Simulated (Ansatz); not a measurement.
**C4H11B: one species, many methods**

The task here is to estimate one member of a computed series from the others.

The runs use Ansatz 0.2.0, Gaussian basis; functionals in def2-TZVPP, the program's frozen cores in correlated methods.

Levels to be run: LDA (SPW92), PBE-D4, revPBE-D4, BLYP-D4, r2SCAN-D4, B97M-V, PBE0-D4, B3LYP-D4, r2SCANh-D4, r2SCAN0-D4, HSE06-D4, BHLYP-D4, CAM-B3LYP-D4, LC-ωPBE, ωB97X-V, ωB97M-V, B2PLYP, PBE-QIDH; CCSD(T)/def2-SVP; CCSD(T)/def2-TZVPP; MP2/def2-QZVPP; extrapolation to the limit; RPA on PBE.

## The geometry

All runs share one geometry, relaxed beforehand with PBE0-D4 in a triple-zeta def2 set.

SMILES `BCC(C)C`, 16 atoms, charge 0, spin multiplicity 1.

Atoms are counted from 1 here; the program's logs count them from 0.

Bond lengths: B1–C2 1.548 Å, B1–H6 1.199 Å, B1–H7 1.200 Å, C2–C3 1.526 Å, C2–H8 1.109 Å, C2–H9 1.099 Å, C3–C4 1.521 Å, C3–C5 1.522 Å, C3–H10 1.098 Å, C4–H11 1.093 Å, C4–H12 1.095 Å, C4–H13 1.093 Å, C5–H14 1.095 Å, C5–H15 1.093 Å, C5–H16 1.094 Å. Angles: C2–B1–H6 120.3°, C2–B1–H7 121.4°, H6–B1–H7 118.2°, B1–C2–C3 118.5°, B1–C2–H8 101.5°, B1–C2–H9 111.6°, C3–C2–H8 109.9°, C3–C2–H9 110.8°, H8–C2–H9 102.9°, C2–C3–C4 111.8°, C2–C3–C5 110.4°, C2–C3–H10 107.6°, C4–C3–C5 110.9°, C4–C3–H10 108.2°, C5–C3–H10 107.8°, C3–C4–H11 111.5°, C3–C4–H12 110.6°, C3–C4–H13 111.4° and more.

Set-up of the first run:

The input, in.yaml:

```yaml
crystal:
  periodic: [false, false, false]
  atoms:
    - {symbol: B, position_ang: [-0.366311, 1.900103, 1.160509]}
    - {symbol: C, position_ang: [0.202388, 0.471603, 0.979902]}
    - {symbol: C, position_ang: [0.260715, -0.116740, -0.427075]}
    - {symbol: C, position_ang: [1.082482, -1.396379, -0.469761]}
    - {symbol: C, position_ang: [-1.144903, -0.356793, -0.959088]}
    - {symbol: H, position_ang: [-0.629181, 2.312168, 2.254981]}
    - {symbol: H, position_ang: [-0.491829, 2.645378, 0.227880]}
    - {symbol: H, position_ang: [1.228714, 0.590284, 1.382761]}
    - {symbol: H, position_ang: [-0.256492, -0.238623, 1.681863]}
    - {symbol: H, position_ang: [0.744236, 0.623593, -1.077293]}
    - {symbol: H, position_ang: [1.134341, -1.805208, -1.482412]}
    - {symbol: H, position_ang: [0.637873, -2.161868, 0.174644]}
    - {symbol: H, position_ang: [2.105226, -1.225363, -0.123259]}
    - {symbol: H, position_ang: [-1.675729, -1.081004, -0.332107]}
    - {symbol: H, position_ang: [-1.125312, -0.751442, -1.978079]}
    - {symbol: H, position_ang: [-1.729215, 0.567691, -0.969166]}
basis:
  gaussian: {orbitals: def2-TZVPP}
hamiltonian: {xc: lda}
output: {orbitals: {seedname: orbitals}}
```

Command:

```console
> ansatz run in.yaml --threads 4 --pin off --events-out ev --progress --plain --max-ram 10444MiB
```

Among the steps run: LDA; PBE-D4 (GGA); revPBE-D4 (GGA); BLYP-D4 (GGA); r2SCAN-D4 (meta-GGA); B97M-V (meta-GGA); PBE0-D4 (hybrid); B3LYP-D4 (hybrid); r2SCANh-D4 (hybrid); r2SCAN0-D4 (hybrid); HSE06-D4 (hybrid); BHLYP-D4 (hybrid); CAM-B3LYP-D4 (range-separated); LC-ωPBE (range-separated); ωB97X-V (range-separated); ωB97M-V (range-separated); B2PLYP (double hybrid); PBE-QIDH (double hybrid).

One table of the session follows, with a row left open; its other results are not shown here.

```
  functional  HOMO (eV)  gap (eV)
 LDA (SPW92)      -7.38      4.84
      PBE-D4      -7.31      5.06
   revPBE-D4      -7.26      5.14
     BLYP-D4          ?         ?
   r2SCAN-D4      -7.58      5.76
      B97M-V      -7.73      5.77
     PBE0-D4      -8.66      7.45
    B3LYP-D4      -8.46      7.02
  r2SCANh-D4      -8.08      6.61
  r2SCAN0-D4      -8.83      7.87
    HSE06-D4      -8.25      6.66
    BHLYP-D4      -9.96      9.80
CAM-B3LYP-D4     -10.09      9.97
     LC-ωPBE     -11.44     12.56
     ωB97X-V     -11.09     12.07
     ωB97M-V     -10.96     11.66
```

Q: Estimate the row for BLYP-D4 from the others.

Worked estimate for «HOMO (eV)». Against the share of exact exchange, B3LYP-D4 (0.2, -8.46), BHLYP-D4 (0.5, -9.96) give a slope of -5.00 per unit share; at 0 the line stands at -7.46.

The run gave: HOMO (eV): -7.22; gap (eV): 5.12. In «HOMO (eV)» the line misses by -0.24.
